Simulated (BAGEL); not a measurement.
**AlBrF2 (SMILES [F][Al]([F])[Br]): PBE0/cc-pVDZ (density fitting with qzvpp-jkfit)**

What is the energy change on altering one bond length of AlBrF2 at PBE0/cc-pVDZ (density fitting with qzvpp-jkfit)? 

Program for the calculation: BAGEL 1.2.2.

3 further runs of the same task are left out: 2 for a known fault of the program, 1 that didn't finish.

## (1) The structure to begin with

The species is AlBrF2 (4 atoms), meant as a singlet with charge 0. As SMILES, `[F][Al]([F])[Br]`. The shape is that of a PBE0-D4/def2-TZVP optimisation.

Bond lengths: F1–Al2 1.631 Å, Al2–F3 1.631 Å, Al2–Br4 2.216 Å. Angles: F1–Al2–F3 118.9°, F1–Al2–Br4 120.6°, F3–Al2–Br4 120.6°.

## (2) The energy at PBE0/cc-pVDZ (density fitting with qzvpp-jkfit)

Contents of dft.json:

```json
{ "bagel" : [

{
  "title" : "molecule",
  "basis" : "cc-pvdz.json",
  "df_basis" : "qzvpp-jkfit",
  "angstrom" : true,
  "geometry" : [
    { "atom" : "F", "xyz" : [       1.105700,       0.605500,       1.150400 ] },
    { "atom" : "Al", "xyz" : [       0.107900,      -0.091400,       0.063900 ] },
    { "atom" : "F", "xyz" : [       0.228300,      -1.696800,      -0.200400 ] },
    { "atom" : "Br", "xyz" : [      -1.386300,       1.122300,      -1.034100 ] }
  ]
},

{
  "title" : "ks",
  "xc_func" : "pbe0"
},

{
  "title" : "print",
  "file" : "orbitals.molden",
  "orbitals" : true
}

]}
```

The basis set cc-pVDZ is read from a file made from the Basis Set Exchange's data (not shown).

Run with:

```
$ BAGEL_NUM_THREADS=1 BAGEL dft.json > dft.out
```

Standard output:

```text
* using 1 threads per process

  ===============================================================
  ===============================================================

  *** Geometry ***

  { "atom" : "F", "xyz" : [      2.089470,      1.144229,      2.173941 ] },
  { "atom" : "Al", "xyz" : [      0.203901,     -0.172721,      0.120753 ] },
  { "atom" : "F", "xyz" : [      0.431424,     -3.206487,     -0.378701 ] },
  { "atom" : "Br", "xyz" : [     -2.619727,      2.120840,     -1.954166 ] },

  Number of auxiliary basis functions:      548

  Since a DF basis is specified, we compute 2- and 3-index integrals:
    o Being stored without compression. Storage requirement is 0.023 GB

  Number of basis functions:       73
  Number of electrons      :       66

    * METHOD: MOLECULE                             0.29

  *** Kohn-Sham DFT ***

    * Removing 5904 points whose weight is below 1.00e-10
    * Grid points: 53720

  === Nuclear Repulsion ===
   299.1985706325

       - DIIS with orbital gradients will be used.

  === KS iteration (pbe0 / cc-pvdz.json) ===
      0      -2956.77800885          0.08466307           0.26
      1      -2707.43659958          0.23529216           0.22
      2      -2886.30112754          0.12020055           0.21
      3      -2988.76136642          0.09893173           0.21
      4      -3010.79005950          0.06402648           0.21
      5      -3015.41341109          0.02380489           0.21
      6      -3014.86879034          0.03828441           0.21
      7      -3015.69528464          0.01436401           0.21
      8      -3015.83797025          0.00354986           0.21
      9      -3015.84831116          0.00040940           0.20
     10      -3015.84847894          0.00005116           0.21
     11      -3015.84848107          0.00001687           0.20
     12      -3015.84848123          0.00000494           0.21
     13      -3015.84848125          0.00000089           0.21
     14      -3015.84848125          0.00000071           0.21
     15      -3015.84848125          0.00000009           0.21
     16      -3015.84848125          0.00000004           0.21
     17      -3015.84848125          0.00000002           0.21
     18      -3015.84848125          0.00000000           0.21
    * SCF iteration converged.

    * Permanent dipole moment:
           (    0.212065,    -0.172457,     0.156282) a.u.

    * METHOD: KS                                   4.28

    * METHOD: PRINT                                0.01

  ===============================================================
```

It took 4.8 s on 1 thread of Arm Neoverse V1, shared host; peak memory 0.25 GiB.

## (3) The distorted shape at the same level

dft.json, as its differences from that of step 2:

```diff
@@ -8,3 +8,3 @@
   "geometry" : [
-    { "atom" : "F", "xyz" : [       1.105700,       0.605500,       1.150400 ] },
+    { "atom" : "F", "xyz" : [       1.405018,       0.814555,       1.476326 ] },
     { "atom" : "Al", "xyz" : [       0.107900,      -0.091400,       0.063900 ] },
```

The basis set cc-pVDZ is read from a file made from the Basis Set Exchange's data (not shown).

Run with:

```
$ BAGEL_NUM_THREADS=1 BAGEL dft.json > dft.out
```

Standard output:

```text
* using 1 threads per process

  ===============================================================
  ===============================================================

  *** Geometry ***

  { "atom" : "F", "xyz" : [      2.655099,      1.539286,      2.789852 ] },
  { "atom" : "Al", "xyz" : [      0.203901,     -0.172721,      0.120753 ] },
  { "atom" : "F", "xyz" : [      0.431424,     -3.206487,     -0.378701 ] },
  { "atom" : "Br", "xyz" : [     -2.619727,      2.120840,     -1.954166 ] },

  Number of auxiliary basis functions:      548

  Since a DF basis is specified, we compute 2- and 3-index integrals:
    o Being stored without compression. Storage requirement is 0.023 GB

  Number of basis functions:       73
  Number of electrons      :       66

    * METHOD: MOLECULE                             0.31

  *** Kohn-Sham DFT ***

    * Removing 5508 points whose weight is below 1.00e-10
    * Grid points: 54116

  === Nuclear Repulsion ===
   282.9665723429

       - DIIS with orbital gradients will be used.

  === KS iteration (pbe0 / cc-pvdz.json) ===
      0      -2952.66457970          0.08056387           0.29
      1      -2550.99499126          0.24625349           0.24
      2      -2889.44178132          0.11561390           0.23
      3      -2942.59592754          0.12896051           0.23
      4      -3003.98560589          0.08912930           0.23
      5      -3014.86727519          0.03188666           0.23
      6      -3014.74258148          0.03945740           0.24
      7      -3015.61352971          0.01489846           0.23
      8      -3015.70605251          0.01214099           0.23
      9      -3015.79082654          0.00170558           0.23
     10      -3015.79095834          0.00160976           0.23
     11      -3015.79259181          0.00029689           0.23
     12      -3015.79264692          0.00004264           0.22
     13      -3015.79264781          0.00001751           0.22
     14      -3015.79264809          0.00000546           0.22
     15      -3015.79264811          0.00000278           0.21
     16      -3015.79264811          0.00000071           0.22
     17      -3015.79264811          0.00000049           0.22
     18      -3015.79264811          0.00000017           0.22
     19      -3015.79264811          0.00000004           0.22
     20      -3015.79264811          0.00000001           0.22
     21      -3015.79264811          0.00000001           0.22
     22      -3015.79264811          0.00000000           0.22
    * SCF iteration converged.

    * Permanent dipole moment:
           (    0.654291,     0.025140,     0.611717) a.u.

    * METHOD: KS                                   5.50

    * METHOD: PRINT                                0.01

  ===============================================================
```

It took 6 s on 1 thread of Arm Neoverse V1, shared host; peak memory 0.25 GiB.

## (4) What came out

At PBE0/cc-pVDZ (density fitting with qzvpp-jkfit):

```
                                                          quantity           value
                                         first shape: total energy  -3015.84848 Eh
                                        first shape: dipole moment          0.80 D
                                          first shape: HOMO energy        -9.21 eV
                                          first shape: LUMO energy        -1.44 eV
                                        first shape: HOMO–LUMO gap         7.77 eV
                                     distorted shape: total energy  -3015.79265 Eh
                                    distorted shape: dipole moment          2.28 D
                                      distorted shape: HOMO energy        -9.43 eV
                                      distorted shape: LUMO energy        -2.58 eV
                                    distorted shape: HOMO–LUMO gap         6.86 eV
energy change with the F1–Al2 bond stretched from 1.631 to 2.121 Å        1.519 eV
```

**Reading.** With the F1–Al2 bond stretched from 1.631 to 2.121 Å the energy rises by 1.52 eV (147 kJ/mol). The first shape isn't relaxed at this level, so the change isn't measured from a minimum.
